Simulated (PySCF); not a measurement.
# C₄H₉BSi: electronic excitations

Wanted: the electronic excitations of C₄H₉BSi (`C#C[SiH2]B(C)C`), by calculation.

Programs: PySCF 2.14.0, with density-fitted response routines of our own. Each step states its level of theory. These are calculated values for one molecule in the gas phase, unless marked as measured. Atoms are numbered from 0 throughout.

## Step 1: Starting geometry

15 atoms, charge 0, multiplicity 1; geometry from: GFN2-xTB.

Bonds of the start (Å): C0–C1 1.20, C1–Si2 1.86, Si2–B3 1.97, B3–C4 1.57, B3–C5 1.58, C0–H6 1.05, Si2–H7 1.48, Si2–H8 1.48, C4–H9 1.09, C4–H10 1.09, C4–H11 1.09, C5–H12 1.09, C5–H13 1.09, C5–H14 1.09.

## Step 2: TDDFT and polarisability: PBE0/def2-SVPD

The job: settings as JSON, then the geometry in Å.

```
{"job": {"kind": "uv", "xc": "PBE0", "basis": "def2-SVPD", "nstates": 8, "ntriplets": 3}, "charge": 0, "multiplicity": 1}
C      3.278516    -0.956662     0.132927
C      2.403261    -0.146140    -0.017887
Si     1.009818     1.061685    -0.250811
B     -0.735818     0.150925    -0.308757
C     -0.835830    -1.353361    -0.762212
C     -2.050153     0.921142     0.092635
H      4.054312    -1.655434     0.268901
H      1.190112     2.039335     0.843425
H      1.351898     1.788798    -1.493264
H     -1.784450    -1.836419    -0.531502
H     -0.718233    -1.393125    -1.847939
H     -0.031195    -1.970926    -0.363239
H     -2.113949     0.924120     1.183657
H     -2.970312     0.464502    -0.269869
H     -2.052390     1.969548    -0.203631
```

With the program's defaults for keys left out, this is: TDDFT PBE0/def2-SVPD, vertical, gas phase, core orbitals frozen in the response.

The run is started by

```console
> OMP_NUM_THREADS=1 python probes_run.py task.json out
```

One launch serves the whole session: the jobs run in the order shown.

Log:

```text
coarse grid: 12640 points
cycle   1  E = -471.4102021585  dE =  3.101e-01  |g| = 4.922e-01  |ddm| = 7.386e+00
cycle   2  E = -471.3991741600  dE =  1.103e-02  |g| = 5.279e-01  |ddm| = 2.032e+00
cycle   3  E = -471.4742530300  dE = -7.508e-02  |g| = 1.018e-01  |ddm| = 8.334e-01
cycle   4  E = -471.4763644820  dE = -2.111e-03  |g| = 4.625e-02  |ddm| = 1.731e-01
cycle   5  E = -471.4769271171  dE = -5.626e-04  |g| = 5.724e-03  |ddm| = 6.150e-02
cycle   6  E = -471.4769374690  dE = -1.035e-05  |g| = 1.297e-03  |ddm| = 1.815e-02
cycle   7  E = -471.4769379520  dE = -4.830e-07  |g| = 3.321e-04  |ddm| = 3.039e-03
final grid: 116320 points
cycle   8  E = -471.5404137821  dE = -2.787e-05  |g| = 6.909e-03  |ddm| = 1.192e-01
cycle   9  E = -471.5404112907  dE =  2.491e-06  |g| = 7.589e-03  |ddm| = 2.127e-02
cycle  10  E = -471.5404267770  dE = -1.549e-05  |g| = 3.633e-04  |ddm| = 1.027e-02
cycle  11  E = -471.5404267920  dE = -1.498e-08  |g| = 3.086e-04  |ddm| = 9.029e-04
cycle  12  E = -471.5404268155  dE = -2.351e-08  |g| = 6.760e-05  |ddm| = 4.550e-04
cycle  13  E = -471.5404268168  dE = -1.251e-09  |g| = 1.308e-05  |ddm| = 1.402e-04
cycle  14  E = -471.5404268168  dE = -5.082e-11  |g| = 2.909e-06  |ddm| = 3.171e-05
converged SCF energy = -471.5404268168

Static polarisability (au): isotropic 88.549, principal 69.360 86.103 110.185

Singlet excitations
state   eV       nm        f      main configurations
  1   4.5752    271.0   0.00621   H->L 0.92
  2   5.2989    234.0   0.00698   H-1->L 0.98
  3   5.6529    219.3   0.00086   H-3->L 0.59, H-2->L 0.35
  4   5.7221    216.7   0.00012   H-2->L 0.52, H-3->L 0.39
  5   6.2584    198.1   0.00109   H->L+2 0.58, H-1->L+2 0.10, H-2->L+2 0.08
  6   6.5112    190.4   0.00300   H-1->L+2 0.39, H->L+3 0.25, H->L+1 0.24
  7   6.5372    189.7   0.00330   H-1->L+3 0.45, H-1->L+1 0.27, H->L+2 0.18
  8   7.0255    176.5   0.01022   H->L+1 0.62, H->L+3 0.27

Triplet excitations (Tamm-Dancoff, eV): 3.7891 4.9160 5.1330
```

It took 65 s on 1 thread of Intel Xeon at 2.50GHz, shared host; peak memory 0.79 GiB.

Frontier orbitals and where they lie:

```
orbital     eV                       atoms
 HOMO−3  -9.11   C5 26 %, C4 25 %, B3 24 %
 HOMO−2  -8.64  C1 26 %, C0 21 %, Si2 15 %
 HOMO−1  -7.97   C1 40 %, C0 40 %, Si2 8 %
   HOMO  -7.64   C0 23 %, C1 23 %, B3 16 %
   LUMO  -1.66  B3 42 %, Si2 17 %, C4 11 %
 LUMO+1   0.30  B3 28 %, Si2 16 %, C0 10 %
 LUMO+2   0.41  C0 29 %, C1 28 %, Si2 18 %
```

With each of the 8 states as a Gaussian band of 0.4 eV half-width at 1/e, the curve within the window shown has maxima at 268 nm (ε 260), 234 nm (ε 310), 179 nm (ε 490) L/(mol cm). Beyond the last state computed it falls off for lack of states. The curve at chosen wavelengths:

| nm | ε (L/mol/cm) |
| --- | --- |
| 169 | 240 |
| 175 | 447 |
| 180 | 482 |
| 186 | 422 |
| 192 | 334 |
| 197 | 240 |
| 203 | 139 |
| 209 | 99 |
| 214 | 119 |
| 220 | 188 |
| 226 | 265 |
| 231 | 304 |
| 237 | 303 |
| 243 | 270 |
| 249 | 241 |
| 254 | 236 |
| 260 | 249 |
| 266 | 263 |
| 271 | 262 |
| 277 | 239 |
| 283 | 198 |
| 288 | 158 |
| 294 | 111 |
| 300 | 73 |
| 305 | 48 |
| 311 | 28 |

Ground-state properties from the same run:

```
           property  computed
  dipole moment (D)      1.43
polarisability (Å³)     13.12
 HOMO–LUMO gap (eV)      5.98
      −ε(HOMO) (eV)      7.64
```

## Step 3: What came out

| quantity | value |
| --- | --- |
| lowest singlet (PBE0/def2-SVPD) | 4.58 eV (271 nm), f = 0.006 |
| brightest single state of those computed | state 8, 7.03 eV, f = 0.010 |
| lowest triplet | 3.79 eV |

The first singlet state (HOMO→LUMO 0.92) lies at 4.58 eV and is weak; of the 8 states computed, the strongest absorption comes from state 8 at 7.03 eV (the last computed, so partners may be missing). The lowest triplet lies 0.79 eV below the lowest singlet (triplets in Tamm-Dancoff, singlets in full TDDFT).
